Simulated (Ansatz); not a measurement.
**BGaH4O (SMILES [BH2][GaH][OH]): single points off equilibrium**

The atoms stand at a structure displaced at random from a GFN2-xTB minimum. How far do the functionals agree with CCSD(T) there?

The runs use Ansatz 0.2.0, Gaussian basis; single points in def2-TZVPP.

Correlated methods freeze the cores. Filled d shells of the heavier atoms are correlated.

## 1. The starting structure

SMILES `[BH2][GaH][OH]`, 7 atoms, charge 0, spin multiplicity 1.

Atoms are counted from 1 here; the program's logs count them from 0.

Bond lengths: B1–Ga2 2.241 Å, B1–H4 1.361 Å, B1–H5 1.064 Å, Ga2–O3 1.686 Å, Ga2–H6 1.450 Å, O3–H7 1.001 Å. Angles: Ga2–B1–H4 114.9°, Ga2–B1–H5 125.1°, H4–B1–H5 117.4°, B1–Ga2–O3 98.1°, B1–Ga2–H6 138.4°, O3–Ga2–H6 122.9°, Ga2–O3–H7 140.8°.

As a file:

| atom | x (Å) | y (Å) | z (Å) |
| --- | --- | --- | --- |
| B1 | -1.44740 | 0.08380 | 0.02350 |
| Ga2 | 0.72880 | 0.14300 | 0.55620 |
| O3 | 1.35720 | -0.14610 | -0.98150 |
| H4 | -2.04040 | -1.13220 | 0.16900 |
| H5 | -2.08420 | 0.93380 | -0.04250 |
| H6 | 1.55230 | 0.17630 | 1.74880 |
| H7 | 2.21420 | -0.08090 | -1.49460 |

## 2. CCSD(T)/def2-TZVPP

run/in.yaml reads:

```yaml
crystal:
  periodic: [false, false, false]
  atoms:
    - {symbol: B, position_ang: [-1.447400, 0.083800, 0.023500]}
    - {symbol: Ga, position_ang: [0.728800, 0.143000, 0.556200]}
    - {symbol: O, position_ang: [1.357200, -0.146100, -0.981500]}
    - {symbol: H, position_ang: [-2.040400, -1.132200, 0.169000]}
    - {symbol: H, position_ang: [-2.084200, 0.933800, -0.042500]}
    - {symbol: H, position_ang: [1.552300, 0.176300, 1.748800]}
    - {symbol: H, position_ang: [2.214200, -0.080900, -1.494600]}
basis:
  gaussian: {orbitals: def2-TZVPP}
correlation: {method: ccsd_t}
output: {forces: true}
```

The command line of these runs was not kept.

## 3. PBE0-D4/def2-TZVPP

run/in.yaml, as its differences from that of step 2:

```diff
@@ -12,3 +12,3 @@
   gaussian: {orbitals: def2-TZVPP}
-correlation: {method: ccsd_t}
-output: {forces: true}
+hamiltonian: {xc: pbe0, dispersion: d4}
+output: {forces: true, orbitals: {seedname: orbitals}}
```

## 4. wB97M-V/def2-TZVPP

run/in.yaml, as its differences from that of step 3:

```diff
@@ -12,3 +12,3 @@
   gaussian: {orbitals: def2-TZVPP}
-hamiltonian: {xc: pbe0, dispersion: d4}
-output: {forces: true, orbitals: {seedname: orbitals}}
+hamiltonian: {xc: {name: wB97M-V}}
+output: {forces: true}
```

## 5. r2SCAN-D4/def2-TZVPP

run/in.yaml, as its differences from that of step 4:

```diff
@@ -12,3 +12,3 @@
   gaussian: {orbitals: def2-TZVPP}
-hamiltonian: {xc: {name: wB97M-V}}
+hamiltonian: {xc: r2scan, dispersion: d4}
 output: {forces: true}
```

## 6. PBE-D4/def2-TZVPP

run/in.yaml, as its differences from that of step 5:

```diff
@@ -12,3 +12,3 @@
   gaussian: {orbitals: def2-TZVPP}
-hamiltonian: {xc: r2scan, dispersion: d4}
+hamiltonian: {xc: pbe, dispersion: d4}
 output: {forces: true}
```

## 7. BHLYP-D4/def2-TZVPP

run/in.yaml, as its differences from that of step 6:

```diff
@@ -12,3 +12,3 @@
   gaussian: {orbitals: def2-TZVPP}
-hamiltonian: {xc: pbe, dispersion: d4}
+hamiltonian: {xc: {name: BHLYP}, dispersion: d4}
 output: {forces: true}
```

## 8. CAM-B3LYP-D4/def2-TZVPP

run/in.yaml, as its differences from that of step 7:

```diff
@@ -12,3 +12,3 @@
   gaussian: {orbitals: def2-TZVPP}
-hamiltonian: {xc: {name: BHLYP}, dispersion: d4}
+hamiltonian: {xc: {name: CAM-B3LYP}, dispersion: d4}
 output: {forces: true}
```

(Steps that only read results are left out.)

What does the calculation give? Wanted: energy less free atoms, CCSD(T)/def2-TZVPP; RMS force component; RMS force error; HOMO and LUMO, PBE0-D4; T1 diagnostic.

The runs gave:

```
                                  quantity                                                                                                 value
energy less free atoms, CCSD(T)/def2-TZVPP                                                                                        -1932.3 kJ/mol
                       RMS force component                                                                  2.346 to 2.425 eV/Å over the methods
                           RMS force error  PBE0-D4 0.049, wB97M-V 0.065, r2SCAN-D4 0.070, PBE-D4 0.184, BHLYP-D4 0.194, CAM-B3LYP-D4 0.067 eV/Å
                    HOMO and LUMO, PBE0-D4                                                                                    -6.96 and -2.01 eV
                             T1 diagnostic                                                                                                 0.014
```

In words: Against CCSD(T) the functionals' energies less atoms differ by -51.7 to +23.3 kJ/mol, PBE-D4 by -45.9 kJ/mol. CCSD(T) in triple zeta still lacks some correlation energy of the bonds, so part of these gaps is its own basis error and they don't rank the functionals. The forces of PBE0-D4 come nearest to CCSD(T), those of BHLYP-D4 are farthest. Frozen-core CCSD(T) forces in triple zeta carry basis errors of their own, and this is one geometry, so small gaps rank nothing.
